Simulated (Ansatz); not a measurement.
# CH8BNO: the cost of one run

Method: RKS PBE/6-31G*, in Ansatz 0.2.0.

1 further run of the same task is left out (it didn't finish).

### Step 1. The starting structure

Bond lengths: C2–H3 1.110 Å, C2–H4 1.110 Å, C2–H5 1.110 Å, B1–O6 1.410 Å, O6–H7 1.010 Å, B1–H8 1.190 Å, B1–N9 1.850 Å, N9–H10 1.060 Å, N9–H11 1.060 Å, C2–H12 1.207 Å, N9–H12 1.192 Å. Angles (14 of 17 angles, heavy atoms first): O6–B1–N9 105.6°, B1–O6–H7 109.5°, O6–B1–H8 120.0°, H8–B1–N9 92.7°, B1–N9–H10 120.0°, B1–N9–H11 120.0°, B1–N9–H12 78.4°, C2–H12–N9 136.0°, H3–C2–H4 109.4°, H3–C2–H5 109.4°, H3–C2–H12 73.1°, H4–C2–H5 109.4°, H4–C2–H12 64.6°, H5–C2–H12 174.1°.

As a file:

```xyz
12

B     0.0000    0.0000    0.0000
C     0.0000    0.0000    1.9500
H    -0.9996   -0.3092    2.3205
H     0.7676   -0.7111    2.3205
H     0.2320    1.0203    2.3205
O     1.2211    0.0000   -0.7050
H     1.5209   -0.9519   -0.8599
H    -1.0305    0.0000   -0.5950
N    -0.2369   -1.7396    0.5833
H    -0.6522   -2.4652   -0.0683
H     0.0425   -2.0107    1.5692
H    -0.1566   -1.1499    1.6165
```

### Step 2. A restrained relaxation towards end A

Springs on the bonds that form and break draw the guess towards this end; the thresholds are loose.

File input.yaml:

```yaml
crystal:
  periodic: [false, false, false]
  atoms:
    - { symbol: B, position_ang: [0.0, 0.0, 0.0] }
    - { symbol: C, position_ang: [0.0, 0.0, 1.95] }
    - { symbol: H, position_ang: [-0.9996, -0.3092, 2.3205] }
    - { symbol: H, position_ang: [0.7676, -0.7111, 2.3205] }
    - { symbol: H, position_ang: [0.232, 1.0203, 2.3205] }
    - { symbol: O, position_ang: [1.2211, 0.0, -0.705] }
    - { symbol: H, position_ang: [1.5209, -0.9519, -0.8599] }
    - { symbol: H, position_ang: [-1.0305, 0.0, -0.595] }
    - { symbol: "N", position_ang: [-0.2369, -1.7396, 0.5833] }
    - { symbol: H, position_ang: [-0.6522, -2.4652, -0.0683] }
    - { symbol: H, position_ang: [0.0425, -2.0107, 1.5692] }
    - { symbol: H, position_ang: [-0.1566, -1.1499, 1.6165] }
basis:
  gaussian: { orbitals: "6-31G*" }
hamiltonian:
  xc: pbe
relax:
  f_tol: 0.15
  max_steps: 25
  restrain:
    - { distance: [0, 8], at: 2.75, k: 30.0 }
    - { distance: [11, 1], at: 2.31, k: 30.0 }
    - { distance: [0, 1], at: 1.6, k: 30.0 }
    - { distance: [11, 8], at: 1.06, k: 30.0 }
```

On the command line:

```bash
> ansatz run input.yaml --threads 1 --pin off --max-ram 2048MiB --backend cpu --events-out ev --progress --plain --runs-dir out
```

What time and memory should one allow on 1 thread of Intel Xeon Platinum 8259CL at 2.50GHz (Skylake/Cascade Lake), shared host?

About 57 s, with a peak of 0.17 GiB.
